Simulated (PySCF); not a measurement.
# C₅H₄F₃NS: runs on many settings, part 2 of 2

PySCF 2.14.0. Atoms count from 0. Earlier steps stand in the parts before.

### Step 4. Ultraviolet spectrum: B3LYP/def2-SVPD

What the job is given:

```
{"job": {"kind": "uv", "xc": "B3LYP", "basis": "def2-SVPD", "nstates": 12, "ntriplets": 0, "tda": true, "scf": {"conv": 1e-08}}, "charge": 0, "multiplicity": 1}
C     -2.569419     0.083258     0.264143
C     -1.161148    -0.305266     0.015156
C     -0.053783     0.492200    -0.101001
C      1.087256    -0.299508    -0.337278
C      2.477299     0.228808    -0.516508
F      2.998468    -0.084535    -1.711375
F      2.512783     1.568770    -0.426047
F      3.328763    -0.236272     0.408860
N      0.891082    -1.594763    -0.400358
S     -0.672154    -1.951763    -0.180792
H     -2.936716    -0.379186     1.179205
H     -3.206628    -0.248088    -0.554542
H     -2.650571     1.163008     0.358072
H     -0.045909     1.562864    -0.024677
```

Level: TDA B3LYP/def2-SVPD, vertical, gas phase, core orbitals frozen in the response.

Standard output:

```text
final grid: 135080 points
cycle   1  E = -944.7681903180  dE =  1.840e+00  |g| = 9.117e-01  |ddm| = 8.042e+00
cycle   2  E = -944.5712340927  dE =  1.970e-01  |g| = 1.441e+00  |ddm| = 2.639e+00
cycle   3  E = -944.9191269300  dE = -3.479e-01  |g| = 1.207e-01  |ddm| = 1.577e+00
cycle   4  E = -944.9203449245  dE = -1.218e-03  |g| = 9.222e-02  |ddm| = 3.219e-01
cycle   5  E = -944.9223314991  dE = -1.987e-03  |g| = 2.442e-02  |ddm| = 2.245e-01
cycle   6  E = -944.9224614415  dE = -1.299e-04  |g| = 6.846e-03  |ddm| = 5.017e-02
cycle   7  E = -944.9224716852  dE = -1.024e-05  |g| = 2.773e-03  |ddm| = 1.874e-02
cycle   8  E = -944.9224738511  dE = -2.166e-06  |g| = 3.187e-04  |ddm| = 6.141e-03
cycle   9  E = -944.9224738719  dE = -2.085e-08  |g| = 1.329e-04  |ddm| = 6.987e-04
cycle  10  E = -944.9224738761  dE = -4.106e-09  |g| = 4.300e-05  |ddm| = 3.451e-04
converged SCF energy = -944.9224738761

Static polarisability (au): isotropic 84.175, principal 59.126 86.803 106.597

Singlet excitations
state   eV       nm        f      main configurations
  1   5.4708    226.6   0.00462   H-2->L 0.98
  2   5.8087    213.4   0.12891   H-1->L 0.81, H->L+3 0.13
  3   5.9248    209.3   0.09804   H->L 0.86
  4   6.1134    202.8   0.00000   H->L+1 0.88, H-1->L+1 0.08
  5   6.3549    195.1   0.00001   H-1->L+1 0.88, H->L+1 0.09
  6   7.0052    177.0   0.00606   H-2->L+1 0.90
  7   7.0385    176.2   0.00304   H->L+2 0.95
  8   7.2038    172.1   0.00000   H-1->L+2 0.51, H-3->L 0.42
  9   7.2471    171.1   0.00459   H-3->L 0.46, H-1->L+2 0.44
 10   7.4905    165.5   0.24236   H->L+3 0.55, H-1->L+3 0.24
 11   7.5051    165.2   0.00204   H-2->L+3 0.93
 12   7.6644    161.8   0.00081   H->L+4 0.76, H-1->L+4 0.08
```

Run time: 40 s. Hardware: 1 thread of Intel Xeon Platinum 8488C, shared host; peak memory 0.98 GiB.

Key values: HOMO -7.83 eV, LUMO -1.82 eV; lowest singlet 5.47 eV.

### Step 5. Shielding tensors: HF/6-311G**

The job, as its differences from that of step 4:

```diff
@@ -1,2 +1,2 @@
-{"job": {"kind": "uv", "xc": "B3LYP", "basis": "def2-SVPD", "nstates": 12, "ntriplets": 0, "tda": true, "scf": {"conv": 1e-08}}, "charge": 0, "multiplicity": 1}
+{"job": {"kind": "nmr", "xc": "HF", "basis": "6-311G**", "pop": false}, "charge": 0, "multiplicity": 1}
 C     -2.569419     0.083258     0.264143
```

With the program's defaults for keys left out, this is: GIAO HF/6-311G** NMR shielding, non-relativistic, gas phase.

Standard output:

```text
final grid: 135080 points
cycle   1  E = -941.8429822971  dE =  2.834e+00  |g| = 1.044e+00  |ddm| = 3.520e+00
cycle   2  E = -942.0190921537  dE = -1.761e-01  |g| = 6.450e-01  |ddm| = 1.060e+00
cycle   3  E = -942.0871934596  dE = -6.810e-02  |g| = 1.029e-01  |ddm| = 4.869e-01
cycle   4  E = -942.0905131204  dE = -3.320e-03  |g| = 4.263e-02  |ddm| = 1.451e-01
cycle   5  E = -942.0910886788  dE = -5.756e-04  |g| = 1.344e-02  |ddm| = 7.004e-02
cycle   6  E = -942.0911738973  dE = -8.522e-05  |g| = 6.023e-03  |ddm| = 1.770e-02
cycle   7  E = -942.0912030447  dE = -2.915e-05  |g| = 2.251e-03  |ddm| = 1.443e-02
cycle   8  E = -942.0912088823  dE = -5.838e-06  |g| = 1.351e-03  |ddm| = 5.710e-03
cycle   9  E = -942.0912103267  dE = -1.444e-06  |g| = 3.338e-04  |ddm| = 3.523e-03
cycle  10  E = -942.0912104629  dE = -1.363e-07  |g| = 1.147e-04  |ddm| = 1.079e-03
cycle  11  E = -942.0912104756  dE = -1.263e-08  |g| = 4.329e-05  |ddm| = 3.058e-04
cycle  12  E = -942.0912104774  dE = -1.815e-09  |g| = 2.187e-05  |ddm| = 1.009e-04
cycle  13  E = -942.0912104779  dE = -4.920e-10  |g| = 9.058e-06  |ddm| = 5.955e-05
converged SCF energy = -942.0912104779

GIAO shielding tensors (ppm)
atom      isotropic    diamagn.    paramagn.     s11        s22        s33       span
  0 C      181.030     237.706     -56.676    167.373    178.792    196.926     29.553
  1 C        9.084     264.722    -255.638    -90.211    -28.447    145.910    236.121
  2 C       73.795     255.468    -181.673    -12.866     76.848    157.403    170.268
  3 C       28.846     260.324    -231.478    -73.077     40.373    119.243    192.319
  4 C       86.918     240.399    -153.481     81.735     84.083     94.936     13.201
  5 F      287.043     463.859    -176.817    206.666    281.103    373.359    166.693
  6 F      305.004     471.687    -166.683    226.062    292.060    396.889    170.827
  7 F      286.965     464.843    -177.878    206.563    281.033    373.299    166.736
  8 N      -99.304     326.239    -425.543   -410.740   -133.213    246.041    656.781
  9 S      146.081    1056.247    -910.166    -85.915    255.856    268.301    354.217
 10 H       29.704      28.282       1.423     24.659     28.128     36.326     11.667
 11 H       29.706      28.183       1.523     24.672     28.112     36.333     11.660
 12 H       29.665      28.708       0.956     23.902     29.219     35.873     11.971
 13 H       25.170      34.015      -8.845     20.801     24.718     29.991      9.190
```

Run time: 16 s. Hardware: 1 thread of Intel Xeon Platinum 8488C, shared host; peak memory 0.84 GiB.

This run: δ C1 187.0, C3 167.2, C2 122.3, C4 109.2, H13 7.33, H10 2.81 ppm (means over like atoms).

### Step 6. NMR shieldings: LDA/STO-3G

The job, as its differences from that of step 5:

```diff
@@ -1,2 +1,2 @@
-{"job": {"kind": "nmr", "xc": "HF", "basis": "6-311G**", "pop": false}, "charge": 0, "multiplicity": 1}
+{"job": {"kind": "nmr", "xc": "LDA", "basis": "STO-3G", "pop": true, "scf": {"conv": 1e-11, "guess": "vsap"}}, "charge": 0, "multiplicity": 1}
 C     -2.569419     0.083258     0.264143
```

Level: GIAO LDA/STO-3G NMR shielding, non-relativistic, gas phase.

Standard output:

```text
final grid: 135080 points
cycle   1  E = -926.6626740680  dE =  5.082e-01  |g| = 1.745e+00  |ddm| = 5.279e+00
cycle   2  E = -920.7394596717  dE =  5.923e+00  |g| = 3.723e+00  |ddm| = 8.181e+00
cycle   3  E = -927.9452939675  dE = -7.206e+00  |g| = 5.219e-01  |ddm| = 6.542e+00
cycle   4  E = -927.9316790314  dE =  1.361e-02  |g| = 5.604e-01  |ddm| = 1.458e+00
cycle   5  E = -928.0215196512  dE = -8.984e-02  |g| = 2.280e-01  |ddm| = 1.002e+00
cycle   6  E = -928.0381353284  dE = -1.662e-02  |g| = 3.818e-02  |ddm| = 3.473e-01
cycle   7  E = -928.0385177001  dE = -3.824e-04  |g| = 1.615e-02  |ddm| = 6.825e-02
cycle   8  E = -928.0385921775  dE = -7.448e-05  |g| = 4.512e-03  |ddm| = 2.414e-02
cycle   9  E = -928.0385979045  dE = -5.727e-06  |g| = 1.247e-03  |ddm| = 7.185e-03
cycle  10  E = -928.0385984257  dE = -5.211e-07  |g| = 1.449e-04  |ddm| = 1.978e-03
cycle  11  E = -928.0385984328  dE = -7.090e-09  |g| = 4.706e-05  |ddm| = 2.453e-04
cycle  12  E = -928.0385984334  dE = -6.287e-10  |g| = 9.634e-06  |ddm| = 6.152e-05
cycle  13  E = -928.0385984334  dE = -2.160e-11  |g| = 4.006e-06  |ddm| = 1.987e-05
cycle  14  E = -928.0385984334  dE = -1.137e-12  |g| = 4.051e-06  |ddm| = 1.343e-05
cycle  15  E = -928.0385984334  dE = -3.865e-12  |g| = 5.111e-07  |ddm| = 6.725e-06
converged SCF energy = -928.0385984334

GIAO shielding tensors (ppm)
atom      isotropic    diamagn.    paramagn.     s11        s22        s33       span
  0 C      213.391     244.353     -30.962    201.811    210.463    227.899     26.088
  1 C       91.779     258.923    -167.143     16.033     85.678    173.628    157.594
  2 C      130.822     257.764    -126.942     74.006    125.803    192.657    118.652
  3 C      115.798     258.755    -142.956     62.650    120.857    163.888    101.237
  4 C      134.917     254.627    -119.710    103.506    149.568    151.678     48.172
  5 F      350.148     450.991    -100.843    289.366    377.829    383.249     93.883
  6 F      363.424     453.347     -89.922    324.985    380.650    384.639     59.654
  7 F      350.080     451.449    -101.369    289.243    377.807    383.191     93.948
  8 N       22.079     315.069    -292.990   -257.391     44.053    279.575    536.967
  9 S      377.990    1044.332    -666.342    266.702    421.528    445.740    179.038
 10 H       30.645      28.870       1.774     25.363     28.272     38.299     12.936
 11 H       30.647      28.619       2.028     25.372     28.259     38.310     12.938
 12 H       30.339      29.666       0.673     24.300     28.748     37.971     13.671
 13 H       26.302      33.249      -6.947     21.833     27.812     29.260      7.427
```

Wall time 9.3 s (1 thread of Intel Xeon Platinum 8488C, shared host); peak memory 0.46 GiB.

This run: δ C1 142.8, C3 118.8, C2 103.7, C4 99.6, H13 6.38, H10 2.14 ppm (means over like atoms).

### Step 7. Side by side: NMR shifts

Shifts (ppm) of some atoms, chosen among heavy atoms and hydrogens apart, means over like atoms, with basis size and wall time:

```csv
run,C1,C3,C4,H13,H10,F5,N8,functions,time
PBE0/pcSseg-1,179.7,163.2,129.0,7.42,2.83,-77.2,350.4,197,36 s
HF/6-311G**,187.0,167.2,109.2,7.33,2.81,-54.1,372.4,212,16 s
LDA/STO-3G,142.8,118.8,99.6,6.38,2.14,-100.3,274.1,58,9.3 s
```

### Step 8. Side by side: electronic excitations

Excitations and ground-state properties, with basis size and wall time:

```csv
run,lowest singlet (eV),brightest (eV),f,gap (eV),α (Å³),μ (D),functions,time
PBE0/def2-SVPD,5.52,5.77,0.103,6.43,12.35,4.85,248,53 s
B3LYP/def2-SVPD,5.47,7.49,0.242,6.01,12.47,4.87,248,40 s
```

### Step 9. Summary of results

This closing draws on all 2 parts.

```
                                                                 quantity                                            value
                                   ¹³C shifts against TMS (PBE0/pcSseg-1)             179.7, 163.2, 129.0, 126.8, 15.7 ppm
   ¹H shifts against TMS (PBE0/pcSseg-1, means over atoms taken as alike)                                   7.42, 2.83 ppm
¹⁹F shifts against CFCl3 (PBE0/pcSseg-1, means over atoms taken as alike)                                        -77.2 ppm
                                   ¹⁵N shifts against NH3 (PBE0/pcSseg-1)                                        350.4 ppm
                                   ³³S shifts against CS2 (PBE0/pcSseg-1)                                          410 ppm
                                    surface potential, 1st and 99th percentile                               -1.38 V and 1.42 V
                                          lowest singlet (PBE0/def2-SVPD)                      5.52 eV (225 nm), f = 0.003
                                 brightest single state of those computed                      state 3, 5.77 eV, f = 0.103
                                                           lowest triplet                                          3.82 eV
                                                 range of the shift of N8                               274.1 to 372.4 ppm
                                              range of the lowest singlet                                  5.47 to 5.52 eV
                                            property runs in this session  5, of which 0 failed and 1 gave unsound results
```

In words: Single values in the summary come from the first run of each kind that ended normally (PBE0/pcSseg-1; PBE0/def2-SVPD), which need not be the best level. At PBE0/pcSseg-1: The widest tensor belongs to N8: span 578 ppm, with a paramagnetic part of -412 ppm. NICS(1)zz of -27 ppm above the planar ring from C1 marks a diatropic (aromatic) ring current. At PBE0/pcSseg-1, counted by nearest atom on the grid, the HOMO lies on C1 27 %; N8 24 %, the LUMO on N8 25 %; C1 22 %. The first singlet state (HOMO−2→LUMO 0.98) lies at 5.52 eV and is weak; of the 6 states computed, the strongest absorption comes from state 3 at 5.77 eV. The lowest triplet lies 1.70 eV below the lowest singlet (triplets in Tamm-Dancoff, singlets in full TDDFT). Among the atoms with a shift in every run: Across the 3 runs the shift of N8 moves most, between 274.1 (LDA/STO-3G) and 372.4 ppm (HF/6-311G**). A minimal basis is unusable for shieldings, so that end is no result. The lowest singlet runs from 5.47 eV (B3LYP/def2-SVPD) to 5.52 eV (PBE0/def2-SVPD), while the orbital gap spans 6.01 to 6.43 eV: the excitation energy moves far less from run to run than the orbital gap does. The lowest state need not be the same one in every run. The runs solved for a few states only, so the brightest column depends on that window.
